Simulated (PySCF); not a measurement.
# C10H18O2: NMR shifts at several levels of theory

Aim: compute the NMR shifts of C10H18O2 (`C=C(C)[C@@H]1CC[C@@](C)(O)[C@H](O)C1`) at several levels, and see how far they spread and what each costs.

Programs: PySCF 2.14.0, with density-fitted response routines of our own. Each step states its level of theory. These are calculated values for one molecule in the gas phase, unless marked as measured. Atoms count from 0, in the outputs and in this text.

## 1. Starting geometry

30 atoms, charge 0, multiplicity 1; geometry from: GFN2-xTB.

Bonds of the start (Å): C0–C1 1.32, C1–C2 1.50, C1–C3 1.51, C3–C4 1.53, C4–C5 1.52, C5–C6 1.53, C6–C7 1.53, C6–O8 1.42, C6–C9 1.55, C9–O10 1.42, C9–C11 1.53, C11–C3 1.53, C0–H12 1.08, C0–H13 1.08, C2–H14 1.09, C2–H15 1.09, C2–H16 1.09, C3–H17 1.10, C4–H18 1.09, C4–H19 1.09, C5–H20 1.09, C5–H21 1.09, C7–H22 1.08, C7–H23 1.09, C7–H24 1.09, O8–H25 0.96, C9–H26 1.10, O10–H27 0.96, C11–H28 1.09, C11–H29 1.09.

## 2. Relaxing the molecule at PBE0-D3(BJ)/def2-SVP

The job: settings as JSON, then the geometry in Å.

```
{"job": {"xc": "PBE0", "basis": "def2-SVP", "d3": "d3bj", "grid": 1, "kind": "geom"}, "charge": 0, "multiplicity": 1}
C      3.013430    -1.265270    -0.668820
C      2.658070    -0.173430    -0.011580
C      3.666710     0.688550     0.688010
C      1.228590     0.295570     0.133230
C      0.578550    -0.357850     1.359990
C     -0.826220     0.187860     1.588230
C     -1.739360     0.028630     0.366980
C     -2.145670    -1.431210     0.146280
O     -2.897120     0.803060     0.630900
C     -1.037770     0.619020    -0.877670
O     -1.892340     0.403230    -1.988090
C      0.354830     0.027770    -1.092220
H      4.043260    -1.575970    -0.724780
H      2.306790    -1.894940    -1.179430
H      4.651430     0.229380     0.679520
H      3.732930     1.659890     0.197270
H      3.368180     0.859550     1.721330
H      1.245190     1.379220     0.300100
H      0.550910    -1.438730     1.214370
H      1.184630    -0.163560     2.246670
H     -1.295760    -0.312350     2.436210
H     -0.774980     1.253570     1.820950
H     -1.278870    -2.081420     0.097530
H     -2.705070    -1.518940    -0.781830
H     -2.778460    -1.747870     0.971960
H     -3.433500     0.787200    -0.170950
H     -0.941570     1.705230    -0.704900
H     -1.450700     0.722290    -2.781440
H      0.258380    -1.042090    -1.273370
H      0.810720     0.480100    -1.978170
```

Output:

```text
step   0  E = -541.34462652  max force = 0.016566
step   1  E = -541.34740746  max force = 0.003707
step   2  E = -541.34769861  max force = 0.002335
step   3  E = -541.34794592  max force = 0.003345
step   4  E = -541.34817999  max force = 0.002635
step   5  E = -541.34839965  max force = 0.000991
step   6  E = -541.34848347  max force = 0.000972
step   7  E = -541.34855328  max force = 0.001265
step   8  E = -541.34860373  max force = 0.000876
step   9  E = -541.34862989  max force = 0.000637
step  10  E = -541.34864056  max force = 0.000502
step  11  E = -541.34865012  max force = 0.000344
optimisation converged
```

It took 3.1 min on 8 threads of AMD EPYC 9R14 (Zen 4), shared host.

Step by step:

| step | energy from step 0 (eV) | largest force component (eV/Å) |
| --- | --- | --- |
| 0 | 0.0000 | 0.8519 |
| 1 | -0.0757 | 0.1906 |
| 2 | -0.0836 | 0.1201 |
| 3 | -0.0903 | 0.1720 |
| 4 | -0.0967 | 0.1355 |
| 5 | -0.1027 | 0.0510 |
| 6 | -0.1050 | 0.0500 |
| 7 | -0.1069 | 0.0650 |
| 8 | -0.1082 | 0.0450 |
| 9 | -0.1089 | 0.0328 |
| 10 | -0.1092 | 0.0258 |
| 11 | -0.1095 | 0.0177 |

Close pairs (by a distance rule), those that changed most:

| bond | before (Å) | after (Å) | change (Å) |
| --- | --- | --- | --- |
| C0–H13 | 1.075 | 1.092 | +0.016 |
| C0–H12 | 1.077 | 1.093 | +0.016 |
| C0–C1 | 1.323 | 1.338 | +0.015 |
| C7–H22 | 1.085 | 1.099 | +0.015 |
| C2–H15 | 1.090 | 1.103 | +0.013 |
| C2–H16 | 1.089 | 1.102 | +0.013 |
| C11–H28 | 1.089 | 1.102 | +0.013 |
| C4–H18 | 1.091 | 1.103 | +0.012 |

The next job starts from the end point, and lists it.

```
                         at the end point                value
  point group (found at 0.08 Å tolerance)                   C1
rotational constants (GHz, main isotopes)  1.734, 0.574, 0.503
                        dipole moment (D)                 2.02
```

## 3. NMR shieldings: PBE0/pcSseg-1

The job: settings as JSON, then the geometry in Å.

```
{"job": {"kind": "nmr", "xc": "PBE0", "basis": "pcSseg-1", "pop": false}, "charge": 0, "multiplicity": 1}
C      3.083141    -1.055347    -0.876758
C      2.662447    -0.156033     0.020546
C      3.610258     0.456403     1.010285
C      1.228130     0.315819     0.111424
C      0.537691    -0.197735     1.386398
C     -0.887230     0.323136     1.516527
C     -1.751174     0.012712     0.298321
C     -2.061795    -1.478270     0.180613
O     -2.957775     0.729084     0.451400
C     -1.036113     0.548032    -0.948433
O     -1.872761     0.262642    -2.049215
C      0.369123    -0.008414    -1.107804
H      4.127989    -1.376294    -0.900655
H      2.413809    -1.504262    -1.613196
H      4.628736     0.060959     0.896006
H      3.649915     1.551817     0.885243
H      3.290168     0.272653     2.048613
H      1.265946     1.420408     0.197676
H      0.546436    -1.300862     1.367519
H      1.114859     0.094886     2.276523
H     -1.376857    -0.088354     2.413354
H     -0.880511     1.419037     1.641599
H     -1.159052    -2.104556     0.146244
H     -2.638779    -1.671403    -0.735029
H     -2.664172    -1.782946     1.048272
H     -3.398962     0.675044    -0.406462
H     -0.972919     1.645158    -0.800361
H     -1.551402     0.751033    -2.812886
H      0.302509    -1.097643    -1.262239
H      0.833553     0.409788    -2.017245
```

Method: GIAO PBE0/pcSseg-1 NMR shielding, non-relativistic, gas phase.

Output:

```text
coarse grid: 24192 points
cycle   1  E = -541.3835690274  dE =  1.557e+00  |g| = 9.051e-01  |ddm| = 4.865e+00
cycle   2  E = -541.2850833629  dE =  9.849e-02  |g| = 1.190e+00  |ddm| = 1.985e+00
cycle   3  E = -541.5456748805  dE = -2.606e-01  |g| = 1.156e-01  |ddm| = 1.268e+00
cycle   4  E = -541.5479976560  dE = -2.323e-03  |g| = 4.767e-02  |ddm| = 1.477e-01
cycle   5  E = -541.5485234238  dE = -5.258e-04  |g| = 1.001e-02  |ddm| = 6.009e-02
cycle   6  E = -541.5485415376  dE = -1.811e-05  |g| = 4.922e-03  |ddm| = 1.350e-02
cycle   7  E = -541.5485473044  dE = -5.767e-06  |g| = 1.026e-03  |ddm| = 4.800e-03
final grid: 231192 points
cycle   8  E = -541.6458053913  dE = -1.266e-04  |g| = 1.384e-02  |ddm| = 7.403e-02
cycle   9  E = -541.6457706669  dE =  3.472e-05  |g| = 1.920e-02  |ddm| = 3.078e-02
cycle  10  E = -541.6458478868  dE = -7.722e-05  |g| = 1.853e-03  |ddm| = 1.874e-02
cycle  11  E = -541.6458485744  dE = -6.876e-07  |g| = 3.945e-04  |ddm| = 2.187e-03
cycle  12  E = -541.6458486054  dE = -3.100e-08  |g| = 1.288e-04  |ddm| = 4.651e-04
cycle  13  E = -541.6458486083  dE = -2.822e-09  |g| = 6.999e-05  |ddm| = 1.902e-04
cycle  14  E = -541.6458486095  dE = -1.244e-09  |g| = 8.850e-06  |ddm| = 7.215e-05
cycle  15  E = -541.6458486095  dE = -1.910e-11  |g| = 2.462e-06  |ddm| = 1.193e-05
converged SCF energy = -541.6458486095

GIAO shielding tensors (ppm)
atom      isotropic    diamagn.    paramagn.     s11        s22        s33       span
  0 C       69.124     253.534    -184.410    -34.015     89.368    152.019    186.034
  1 C       25.889     259.614    -233.725    -99.231     21.180    155.718    254.950
  2 C      159.102     243.561     -84.460    138.095    153.366    185.845     47.750
  3 C      140.326     250.615    -110.289    127.305    140.602    153.071     25.765
  4 C      152.382     250.314     -97.932    140.253    150.382    166.510     26.256
  5 C      145.359     246.296    -100.937    133.432    140.822    161.821     28.389
  6 C      113.988     247.482    -133.494     96.522    102.199    143.243     46.721
  7 C      165.062     247.666     -82.604    149.376    160.573    185.237     35.861
  8 O      253.582     390.209    -136.627    220.206    235.838    304.702     84.495
  9 C      104.668     246.442    -141.774     89.176    100.745    124.082     34.905
 10 O      284.061     388.703    -104.642    250.303    279.321    322.560     72.257
 11 C      145.993     250.699    -104.706    129.221    145.840    162.919     33.698
 12 H       26.181      28.914      -2.733     23.995     24.460     30.089      6.094
 13 H       26.299      33.271      -6.971     23.407     23.729     31.761      8.354
 14 H       29.465      26.587       2.878     25.213     27.887     35.294     10.081
 15 H       29.660      27.571       2.088     25.503     28.190     35.286      9.783
 16 H       29.138      28.457       0.681     23.966     29.936     33.513      9.547
 17 H       29.732      35.473      -5.742     25.684     29.465     34.046      8.362
 18 H       30.436      33.385      -2.949     26.614     30.559     34.136      7.523
 19 H       29.515      32.955      -3.440     23.073     29.739     35.733     12.660
 20 H       29.651      31.304      -1.653     25.093     28.320     35.540     10.448
 21 H       29.916      31.974      -2.058     25.769     29.044     34.936      9.167
 22 H       30.112      31.452      -1.340     25.216     30.246     34.873      9.657
 23 H       29.718      30.796      -1.078     25.004     28.967     35.181     10.177
 24 H       30.540      29.834       0.706     26.940     27.618     37.063     10.122
 25 H       29.101      33.624      -4.523     19.241     28.175     39.887     20.647
 26 H       27.950      34.097      -6.147     24.512     29.212     30.126      5.614
 27 H       30.938      32.924      -1.986     21.574     27.086     44.153     22.579
 28 H       29.858      34.703      -4.845     26.328     30.376     32.871      6.543
 29 H       29.955      34.279      -4.323     25.012     29.783     35.070     10.058
```

Wall time 45 s (8 threads of AMD EPYC 9R14 (Zen 4), shared host).

The references, computed at this level on geometries of the same kind, shield at (ppm): ¹H TMS 31.27, ¹³C TMS 184.4, ¹⁷O H2O 334.6. Their shielding less the atom's gives the shift. The references are single molecules in the gas phase, so shifts against H2O, NH3, PH3, H3PO4 or CFCl3 are not on the usual liquid scales and can be off by tens of ppm. Atoms listed in one row are averaged.

```csv
atoms,environment,σ (ppm),δ (ppm),δ scaled to CDCl3
C1,fully substituted alkene carbon,25.9,158.5,153.4
C0,terminal =CH2 carbon,69.1,115.3,111.4
C9,sp3 CH bonded to O,104.7,79.7,76.9
C6,fully substituted sp3 carbon bonded to O,114.0,70.4,67.9
C3,allylic sp3 CH,140.3,44.1,42.3
C5,sp3 CH2 in a ring,145.4,39.0,37.4
C11,sp3 CH2 in a ring,146.0,38.4,36.8
C4,sp3 CH2 in a ring,152.4,32.0,30.6
C2,allylic methyl carbon,159.1,25.3,24.1
C7,methyl carbon,165.1,19.3,18.3
H12,hydrogen on a terminal =CH2 carbon,26.18,5.09,5.04
H13,hydrogen on a terminal =CH2 carbon,26.30,4.97,4.92
H26,hydrogen on an sp3 CH bonded to O,27.95,3.32,3.36
H25,hydrogen on an alcohol oxygen,29.10,2.17,–
"H14, H15, H16",hydrogen on an allylic methyl carbon,29.42,1.85,1.97
H19,hydrogen on an sp3 CH2 in a ring,29.52,1.75,1.88
H20,hydrogen on an sp3 CH2 in a ring,29.65,1.62,1.75
H17,hydrogen on an allylic sp3 CH,29.73,1.54,1.67
H28,hydrogen on an sp3 CH2 in a ring,29.86,1.41,1.55
H21,hydrogen on an sp3 CH2 in a ring,29.92,1.35,1.50
H29,hydrogen on an sp3 CH2 in a ring,29.96,1.31,1.46
"H22, H23, H24",hydrogen on a methyl carbon,30.12,1.14,1.30
H18,hydrogen on an sp3 CH2 in a ring,30.44,0.83,1.00
H27,hydrogen on an alcohol oxygen,30.94,0.33,–
O8,alcohol oxygen,253.6,81.0,–
O10,alcohol oxygen,284.1,50.5,–
```

The scaled column applies a straight-line fit of computed shieldings to shifts measured in CDCl3 (root-mean-square error 0.21 ppm for H, 2.0 ppm for C).

Ring of atoms C3, C4, C5, C6, C9, C11: NICS(0) -4.5, NICS(1) -3.3, NICS(1)zz 2.1 ppm (means of both faces). The ring holds saturated atoms, so no π current runs round it: these values come from its σ bonds, any local π bonds and neighbouring rings, and say nothing of aromaticity.

## 4. Nuclear shieldings: PBE/pcSseg-1

The job, as its differences from that of step 3:

```diff
@@ -1,2 +1,2 @@
-{"job": {"kind": "nmr", "xc": "PBE0", "basis": "pcSseg-1", "pop": false}, "charge": 0, "multiplicity": 1}
+{"job": {"kind": "nmr", "xc": "PBE", "basis": "pcSseg-1", "pop": false}, "charge": 0, "multiplicity": 1}
 C      3.083141    -1.055347    -0.876758
```

Method: GIAO PBE/pcSseg-1 NMR shielding, non-relativistic, gas phase.

Output:

```text
coarse grid: 24192 points
cycle   1  E = -541.1730844938  dE =  1.204e+00  |g| = 1.143e+00  |ddm| = 4.960e+00
cycle   2  E = -540.6512239109  dE =  5.219e-01  |g| = 1.959e+00  |ddm| = 3.558e+00
cycle   3  E = -541.4418330953  dE = -7.906e-01  |g| = 2.226e-01  |ddm| = 2.698e+00
cycle   4  E = -541.4504465518  dE = -8.613e-03  |g| = 8.672e-02  |ddm| = 3.000e-01
cycle   5  E = -541.4521004520  dE = -1.654e-03  |g| = 2.274e-02  |ddm| = 1.152e-01
cycle   6  E = -541.4521871231  dE = -8.667e-05  |g| = 1.200e-02  |ddm| = 3.589e-02
cycle   7  E = -541.4522196620  dE = -3.254e-05  |g| = 4.209e-03  |ddm| = 1.325e-02
cycle   8  E = -541.4522241969  dE = -4.535e-06  |g| = 1.047e-03  |ddm| = 4.855e-03
final grid: 231192 points
cycle   9  E = -541.5841918876  dE = -1.506e-04  |g| = 2.336e-02  |ddm| = 1.042e-01
cycle  10  E = -541.5838930169  dE =  2.989e-04  |g| = 4.362e-02  |ddm| = 6.314e-02
cycle  11  E = -541.5843087517  dE = -4.157e-04  |g| = 6.105e-03  |ddm| = 4.729e-02
cycle  12  E = -541.5843170978  dE = -8.346e-06  |g| = 1.662e-03  |ddm| = 7.021e-03
cycle  13  E = -541.5843177050  dE = -6.072e-07  |g| = 6.647e-04  |ddm| = 2.109e-03
cycle  14  E = -541.5843178147  dE = -1.097e-07  |g| = 1.049e-04  |ddm| = 7.076e-04
cycle  15  E = -541.5843178170  dE = -2.281e-09  |g| = 2.422e-05  |ddm| = 1.397e-04
cycle  16  E = -541.5843178171  dE = -1.221e-10  |g| = 9.579e-06  |ddm| = 4.333e-05
converged SCF energy = -541.5843178171

GIAO shielding tensors (ppm)
atom      isotropic    diamagn.    paramagn.     s11        s22        s33       span
  0 C       67.400     253.041    -185.641    -28.697     83.961    146.936    175.633
  1 C       22.314     258.980    -236.666    -96.538     13.873    149.606    246.144
  2 C      153.982     244.404     -90.422    131.882    147.846    182.216     50.334
  3 C      132.635     251.271    -118.636    119.374    133.401    145.132     25.758
  4 C      145.468     250.852    -105.384    132.510    143.143    160.752     28.242
  5 C      138.722     246.812    -108.091    126.191    133.588    156.386     30.195
  6 C      106.277     248.378    -142.101     87.887     94.397    136.546     48.658
  7 C      160.672     247.971     -87.299    144.295    155.976    181.746     37.451
  8 O      241.656     389.147    -147.491    206.317    219.881    298.770     92.454
  9 C       96.268     247.578    -151.310     80.396     92.008    116.399     36.003
 10 O      272.638     387.432    -114.794    237.915    271.380    308.619     70.705
 11 C      139.098     251.483    -112.385    122.199    138.538    156.557     34.358
 12 H       26.188      28.605      -2.417     24.142     24.696     29.726      5.584
 13 H       26.269      33.710      -7.441     23.542     23.776     31.490      7.948
 14 H       29.431      26.291       3.140     25.481     27.967     34.846      9.365
 15 H       29.558      27.808       1.750     25.625     28.124     34.925      9.299
 16 H       28.992      28.852       0.141     24.008     29.805     33.163      9.155
 17 H       29.461      35.670      -6.209     25.612     29.204     33.568      7.956
 18 H       30.273      33.792      -3.520     26.596     30.563     33.659      7.063
 19 H       29.301      32.873      -3.573     23.117     29.691     35.095     11.978
 20 H       29.529      31.198      -1.669     25.256     28.345     34.985      9.729
 21 H       29.764      32.193      -2.429     25.807     29.038     34.447      8.640
 22 H       29.926      32.000      -2.073     25.183     30.073     34.522      9.339
 23 H       29.657      30.996      -1.339     25.122     29.065     34.785      9.663
 24 H       30.561      29.876       0.685     27.286     27.758     36.640      9.354
 25 H       29.007      33.728      -4.720     19.499     28.260     39.263     19.763
 26 H       27.668      34.442      -6.774     24.225     28.676     30.103      5.878
 27 H       31.013      32.934      -1.921     22.070     27.477     43.492     21.422
 28 H       29.754      35.281      -5.527     26.488     30.169     32.606      6.118
 29 H       29.802      34.319      -4.517     25.213     29.718     34.476      9.263
```

Run time: 32 s. Hardware: 8 threads of AMD EPYC 9R14 (Zen 4), shared host.

Key values: δ C1 157.7, C0 112.6, C9 83.8, C6 73.8, H12 5.01, H13 4.93 ppm.

## 5. Shielding tensors: wB97X-D/pcSseg-1

The job, as its differences from that of step 4:

```diff
@@ -1,2 +1,2 @@
-{"job": {"kind": "nmr", "xc": "PBE", "basis": "pcSseg-1", "pop": false}, "charge": 0, "multiplicity": 1}
+{"job": {"kind": "nmr", "xc": "wB97X-D", "basis": "pcSseg-1", "pop": false}, "charge": 0, "multiplicity": 1}
 C      3.083141    -1.055347    -0.876758
```

With the program's defaults for keys left out, this is: GIAO wB97X-D/pcSseg-1 NMR shielding, non-relativistic, gas phase.

Output:

```text
coarse grid: 24192 points
cycle   1  E = -541.8497299193  dE =  2.077e+00  |g| = 8.897e-01  |ddm| = 4.822e+00
cycle   2  E = -541.8479924791  dE =  1.737e-03  |g| = 9.650e-01  |ddm| = 1.534e+00
cycle   3  E = -542.0015531312  dE = -1.536e-01  |g| = 7.744e-02  |ddm| = 8.280e-01
cycle   4  E = -542.0026953938  dE = -1.142e-03  |g| = 3.402e-02  |ddm| = 9.628e-02
cycle   5  E = -542.0029800896  dE = -2.847e-04  |g| = 6.461e-03  |ddm| = 4.243e-02
cycle   6  E = -542.0029907486  dE = -1.066e-05  |g| = 1.771e-03  |ddm| = 8.438e-03
cycle   7  E = -542.0029915314  dE = -7.827e-07  |g| = 5.331e-04  |ddm| = 2.555e-03
final grid: 231192 points
cycle   8  E = -542.1025346981  dE = -4.097e-04  |g| = 5.311e-03  |ddm| = 7.164e-02
cycle   9  E = -542.1025417318  dE = -7.034e-06  |g| = 3.303e-03  |ddm| = 1.349e-02
cycle  10  E = -542.1025441464  dE = -2.415e-06  |g| = 9.020e-04  |ddm| = 3.592e-03
cycle  11  E = -542.1025443941  dE = -2.477e-07  |g| = 3.272e-04  |ddm| = 1.763e-03
cycle  12  E = -542.1025444167  dE = -2.252e-08  |g| = 8.373e-05  |ddm| = 3.932e-04
cycle  13  E = -542.1025444188  dE = -2.168e-09  |g| = 2.796e-05  |ddm| = 1.652e-04
cycle  14  E = -542.1025444191  dE = -2.262e-10  |g| = 6.896e-06  |ddm| = 4.998e-05
converged SCF energy = -542.1025444191

GIAO shielding tensors (ppm)
atom      isotropic    diamagn.    paramagn.     s11        s22        s33       span
  0 C       68.451     253.773    -185.322    -37.195     90.629    151.918    189.113
  1 C       25.148     259.832    -234.684   -102.775     22.034    156.185    258.960
  2 C      159.340     243.279     -83.939    138.469    153.993    185.559     47.090
  3 C      141.378     250.729    -109.351    128.925    140.767    154.440     25.515
  4 C      152.945     250.406     -97.462    140.942    151.049    166.843     25.901
  5 C      145.775     246.740    -100.965    133.862    141.368    162.094     28.232
  6 C      114.033     247.321    -133.288     96.677    101.855    143.566     46.888
  7 C      164.377     247.759     -83.383    148.653    159.778    184.700     36.047
  8 O      257.049     390.980    -133.931    224.223    241.062    305.861     81.638
  9 C      104.967     246.642    -141.675     89.215    101.034    124.651     35.437
 10 O      287.246     389.481    -102.235    253.473    281.618    326.647     73.174
 11 C      146.295     251.158    -104.864    129.315    146.074    163.495     34.180
 12 H       26.295      28.989      -2.694     24.062     24.554     30.271      6.208
 13 H       26.418      33.483      -7.064     23.554     23.803     31.899      8.345
 14 H       29.584      26.562       3.022     25.277     28.022     35.453     10.176
 15 H       29.795      27.684       2.112     25.630     28.381     35.375      9.745
 16 H       29.298      28.577       0.722     24.156     30.115     33.624      9.468
 17 H       29.937      35.825      -5.888     25.879     29.685     34.247      8.367
 18 H       30.580      33.723      -3.143     26.785     30.667     34.287      7.502
 19 H       29.686      33.159      -3.473     23.286     29.871     35.902     12.616
 20 H       29.789      31.411      -1.623     25.241     28.470     35.655     10.415
 21 H       30.067      32.282      -2.215     25.924     29.212     35.065      9.140
 22 H       30.247      31.845      -1.598     25.398     30.391     34.951      9.552
 23 H       29.797      30.916      -1.120     25.138     29.026     35.226     10.088
 24 H       30.584      29.893       0.691     26.976     27.687     37.088     10.112
 25 H       29.220      33.589      -4.369     19.382     28.283     39.995     20.613
 26 H       28.105      34.370      -6.265     24.710     29.357     30.247      5.537
 27 H       30.994      32.956      -1.962     21.577     27.158     44.248     22.671
 28 H       29.974      35.139      -5.165     26.422     30.516     32.985      6.563
 29 H       30.098      34.517      -4.420     25.145     29.963     35.186     10.041
```

Wall time 54 s (8 threads of AMD EPYC 9R14 (Zen 4), shared host).

This run: δ C1 159.4, C0 116.1, C9 79.6, C6 70.5, H12 5.08, H13 4.96 ppm.

(Part 1 of 2 ends here.)
